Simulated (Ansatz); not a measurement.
# GeMo (CsCl type): how the settings move a single-point run

Question: which choices in the input matter for GeMo (CsCl type)?

Program: Ansatz 0.2.0. Level of theory: reference: DFT, r2SCAN, all-electron PAW with datasets made for the crystal, scalar-relativistic. These are calculated values, not measurements.

## Step 1: The structure to begin with

Symmetry: Pm-3m, No. 221, cubic system. Conventional cell: a = 2.620 Å, b = 2.620 Å, c = 2.620 Å, α = 90.00°, β = 90.00°, γ = 90.00°. Mo (site symmetry m-3m) has 8 Ge at 2.27 Å as nearest neighbours. Ge (site symmetry m-3m) has 8 Mo at 2.27 Å as nearest neighbours.

As a file:

```cif
data_structure
_symmetry_space_group_name_H-M 'Pm-3m'
_symmetry_Int_Tables_number 221
_cell_length_a 2.6198
_cell_length_b 2.6198
_cell_length_c 2.6198
_cell_angle_alpha 90.000
_cell_angle_beta 90.000
_cell_angle_gamma 90.000
_cell_volume 17.98
loop_
_atom_site_label
_atom_site_type_symbol
_atom_site_symmetry_multiplicity
_atom_site_Wyckoff_symbol
_atom_site_fract_x
_atom_site_fract_y
_atom_site_fract_z
_atom_site_occupancy
Mo1 Mo 1 a 0.00000 0.00000 0.00000 1
Ge1 Ge 1 b 0.50000 0.50000 0.50000 1
```

## Step 2: Baseline

input.yaml

```yaml
crystal:
  lattice:
    - [2.6198102412, 0.0, 0.0]
    - [0.0, 2.6198102412, 0.0]
    - [0.0, 0.0, 2.6198102412]
  atoms:
    - { symbol: Mo, position: [0.0, 0.0, 0.0] }
    - { symbol: Ge, position: [0.5, 0.5, 0.5] }
kpoints:
  mp_grid: { grid: [14, 14, 14] }
scf:
  occupations: { method: fermi_dirac, width: 0.05 }
hamiltonian:
  xc: r2scan
  pseudopotentials: { kind: all_electron, datasets: crystal }
output:
  forces: true
  stress: true
  eigenvalues: true
```

The run is started by

```console
$ ansatz run input.yaml --threads 1 --pin off --max-ram 2048MiB --backend cpu --events-out ev --progress --plain --runs-dir out
```

## Step 3: The same system, input altered

input.yaml: that of step 2 with these lines changed.

```diff
@@ -12,2 +12,3 @@
   occupations: { method: fermi_dirac, width: 0.05 }
+  algorithm: density_mixing
 hamiltonian:
@@ -15,2 +16,3 @@
   pseudopotentials: { kind: all_electron, datasets: crystal }
+  hubbard: { sites: [{ species: Mo, l: d, u_eff: 1.0 }], double_counting: amf }
 output:
```

(Steps that only read results are left out.)

What does the calculation give? Wanted: for each run, ending; energy change.

As calculated:

```csv
run,ending,energy change,cycles,time
reference,converged,-,11,28 s
"1: scf.algorithm density_mixing, hubbard.sites [{species: Mo, l: d, u_eff: 1.0}], hubbard.double_counting amf",refused,-,-,0.6 s
```

Residual by cycle in the longest SCF loop of each run; runs are numbered as in the table. The quantity is the density residual dr2, in eV.

```csv
cycle,reference
1,0.821
2,0.194
3,0.00754
4,0.00703
5,3.0e-4
6,0.00139
7,4.0e-5
8,2.1e-6
9,7.8e-9
10,8.0e-8
11,1.0e-8
```

With the changed solver and Hubbard U the run ends refused. The structure is not at rest: the sound run finds 314 GPa, so these are no properties of the relaxed crystal. The reference leaves spin out although Mo can carry a moment, so its state need not be the lowest. 1 of the 1 altered inputs did not end normally.
